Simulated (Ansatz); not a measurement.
# BF₂H₃OSi: up Jacob's ladder to CCSD(T)

An exercise on one series of results from a longer session: the logs are not shown, and one member is left open.

Method: functionals in def2-TZVPP, the program's frozen cores in correlated methods; program: Ansatz 0.2.0, Gaussian basis.

Levels to be run: LDA (SPW92), PBE-D4, revPBE-D4, BLYP-D4, r2SCAN-D4, B97M-V, PBE0-D4, B3LYP-D4, r2SCANh-D4, r2SCAN0-D4, HSE06-D4, BHLYP-D4, CAM-B3LYP-D4, LC-ωPBE, ωB97X-V, ωB97M-V, B2PLYP, PBE-QIDH; CCSD(T)/def2-SVP; CCSD(T)/def2-TZVPP; MP2/def2-QZVPP; extrapolation to the limit; RPA on PBE.

## The geometry

All runs share one geometry, relaxed beforehand with PBE0-D4 in a triple-zeta def2 set.

SMILES `FB(F)O[SiH3]`, 8 atoms, charge 0, spin multiplicity 1.

Atoms are counted from 1 here; the program's logs count them from 0.

Bond lengths: F1–B2 1.319 Å, B2–F3 1.328 Å, B2–O4 1.339 Å, O4–Si5 1.661 Å, Si5–H6 1.483 Å, Si5–H7 1.479 Å, Si5–H8 1.483 Å. Angles: F1–B2–F3 117.5°, F1–B2–O4 120.5°, F3–B2–O4 121.9°, B2–O4–Si5 133.7°, O4–Si5–H6 109.6°, O4–Si5–H7 106.3°, O4–Si5–H8 109.6°, H6–Si5–H7 110.5°, H6–Si5–H8 110.2°, H7–Si5–H8 110.5°.

Set-up of the first run:

File in.yaml:

```yaml
crystal:
  periodic: [false, false, false]
  atoms:
    - {symbol: F, position_ang: [1.644602, -1.936190, 1.091784]}
    - {symbol: B, position_ang: [0.585688, -1.261656, 0.687717]}
    - {symbol: F, position_ang: [-0.607684, -1.793887, 0.922398]}
    - {symbol: O, position_ang: [0.726551, -0.084406, 0.064777]}
    - {symbol: Si, position_ang: [-0.345075, 1.014923, -0.568171]}
    - {symbol: H, position_ang: [-1.234605, 1.517569, 0.506121]}
    - {symbol: H, position_ang: [0.469501, 2.116517, -1.124906]}
    - {symbol: H, position_ang: [-1.146877, 0.370030, -1.635519]}
basis:
  gaussian: {orbitals: def2-TZVPP}
hamiltonian: {xc: lda}
output: {orbitals: {seedname: orbitals}}
```

Steps of the session up to this table: LDA; PBE-D4 (GGA); revPBE-D4 (GGA); BLYP-D4 (GGA); r2SCAN-D4 (meta-GGA); B97M-V (meta-GGA); PBE0-D4 (hybrid); B3LYP-D4 (hybrid); r2SCANh-D4 (hybrid); r2SCAN0-D4 (hybrid); HSE06-D4 (hybrid); BHLYP-D4 (hybrid); CAM-B3LYP-D4 (range-separated); LC-ωPBE-D4 (range-separated; the results give it without D4); ωB97X-V (range-separated); ωB97M-V (range-separated); B2PLYP (double hybrid); PBE-QIDH (double hybrid).

One table of the session follows, with a row left open; its other results are not shown here.

It belongs to the step «Frontier levels by functional». 

```
  functional  HOMO (eV)  gap (eV)
 LDA (SPW92)      -8.30      6.96
      PBE-D4      -8.22      7.14
   revPBE-D4      -8.18      7.22
     BLYP-D4      -8.14      7.16
   r2SCAN-D4      -8.59      7.98
      B97M-V      -8.66      7.74
     PBE0-D4          ?         ?
    B3LYP-D4      -9.47      8.98
  r2SCANh-D4      -9.12      8.78
  r2SCAN0-D4      -9.91      9.98
    HSE06-D4      -9.26      8.66
    BHLYP-D4     -11.06     11.60
CAM-B3LYP-D4     -11.12     11.79
     LC-ωPBE     -12.49     14.40
     ωB97X-V     -12.13     13.87
     ωB97M-V     -11.95     13.31
```

**Question.** Estimate the row for PBE0-D4.

The run gave: HOMO (eV): -9.67; gap (eV): 9.44. In the column «HOMO (eV)» it lies between r2SCAN0-D4 (-9.91) and B3LYP-D4 (-9.47).
